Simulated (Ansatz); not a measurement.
# K8F25Mg8: the cost of one run

Method: density functional theory in Ansatz 0.2.0, PAW datasets, plane waves.

### 1 The system as built

41 atoms (8 K, 25 F, 8 Mg); a = 7.983 Å, b = 7.983 Å, c = 7.983 Å, α = 90.00°, β = 90.00°, γ = 90.00°. All atoms were shaken off their sites by about 0.02 Å along each axis. Defect site 1: (0.250, 0.250, 0.250). Defect site 2: (0.500, 0.250, 0.500). Starting moments add up to 1 μB.

Steps to follow: (2) PBEsol relaxation at the single k point (¼, ¼, ¼), on 8 threads of Intel Xeon 6975P-C; (3) HSE06 single point at the single k point (¼, ¼, ¼), on 8 threads of Intel Xeon 6975P-C.

### 2 Relaxation of the positions (PBEsol)

The input, in.yaml:

```yaml
crystal:
  lattice:
    - [7.982544, 0.000000, 0.000000]
    - [0.000000, 7.982544, 0.000000]
    - [0.000000, 0.000000, 7.982544]
  atoms:
    - { symbol: K, position: [0.003331, 0.002293, 0.005455] }
    - { symbol: K, position: [0.001746, 0.998680, 0.503172] }
    - { symbol: K, position: [0.999942, 0.502296, 0.999922] }
    - { symbol: K, position: [0.001525, 0.498992, 0.498820] }
    - { symbol: K, position: [0.495643, 0.999020, 0.001702] }
    - { symbol: K, position: [0.501031, 0.997837, 0.500677], spin: 0.083 }
    - { symbol: K, position: [0.497337, 0.499788, 0.994645] }
    - { symbol: K, position: [0.496469, 0.505001, 0.498575], spin: 0.083 }
    - { symbol: F, position: [0.247821, 0.254812, 0.254161], spin: 0.083 }
    - { symbol: F, position: [0.250302, 0.244351, 0.996827], spin: 0.083 }
    - { symbol: F, position: [0.246930, 0.251724, 0.498711], spin: 0.083 }
    - { symbol: F, position: [0.253720, 0.750975, 0.997014] }
    - { symbol: F, position: [0.253297, 0.753064, 0.498509] }
    - { symbol: F, position: [0.749697, 0.250292, 0.997485] }
    - { symbol: F, position: [0.749400, 0.248351, 0.502119], spin: 0.083 }
    - { symbol: F, position: [0.749021, 0.757143, 0.003930] }
    - { symbol: F, position: [0.749381, 0.749401, 0.500347] }
    - { symbol: F, position: [0.998544, 0.250558, 0.246362], spin: 0.083 }
    - { symbol: F, position: [0.002560, 0.252168, 0.748243] }
    - { symbol: F, position: [0.000767, 0.747777, 0.251342] }
    - { symbol: F, position: [0.998066, 0.750239, 0.745934] }
    - { symbol: F, position: [0.497527, 0.246099, 0.251991], spin: 0.083 }
    - { symbol: F, position: [0.504659, 0.247464, 0.748441], spin: 0.083 }
    - { symbol: F, position: [0.501689, 0.753590, 0.247101] }
    - { symbol: F, position: [0.501165, 0.748593, 0.749876] }
    - { symbol: F, position: [0.250045, 0.995903, 0.249489], spin: 0.083 }
    - { symbol: F, position: [0.248414, 0.999314, 0.748729] }
    - { symbol: F, position: [0.247129, 0.499575, 0.250726], spin: 0.083 }
    - { symbol: F, position: [0.254832, 0.501131, 0.749921] }
    - { symbol: F, position: [0.750570, 0.000855, 0.249411] }
    - { symbol: F, position: [0.752143, 0.998195, 0.754377] }
    - { symbol: F, position: [0.747462, 0.500147, 0.250719] }
    - { symbol: F, position: [0.748168, 0.500165, 0.750470] }
    - { symbol: Mg, position: [0.246326, 0.251703, 0.750533] }
    - { symbol: Mg, position: [0.249875, 0.746611, 0.253406] }
    - { symbol: Mg, position: [0.249363, 0.752075, 0.747889] }
    - { symbol: Mg, position: [0.748073, 0.249005, 0.252478] }
    - { symbol: Mg, position: [0.748242, 0.249522, 0.748506] }
    - { symbol: Mg, position: [0.751039, 0.751763, 0.246498] }
    - { symbol: Mg, position: [0.747957, 0.749713, 0.751095] }
    - { symbol: Mg, position: [0.499529, 0.249385, 0.496634], spin: 0.083 }
  symmetry: { detect: false }
kpoints:
  mp_grid: { grid: [1, 1, 1], shift: [0.25, 0.25, 0.25] }
hamiltonian:
  xc: pbesol
magnetization:
  spin_polarized: true
scf:
  occupations: { method: fermi_dirac, width: 0.01 }
relax:
  f_tol: 0.03
  max_steps: 80
  escape_saddle: false
  adjacent_minimum: "off"
output:
  forces: true
  eigenvalues: true
  populations: true
```

The run is started by

```console
> ansatz run in.yaml --threads 8 --pin off --max-ram 13300MiB --runs-dir r --events-out ev --progress --plain
```

What time and memory should one allow on 8 threads of Intel Xeon 6975P-C, shared host?

About 58 s, with a peak of 1.4 GiB.
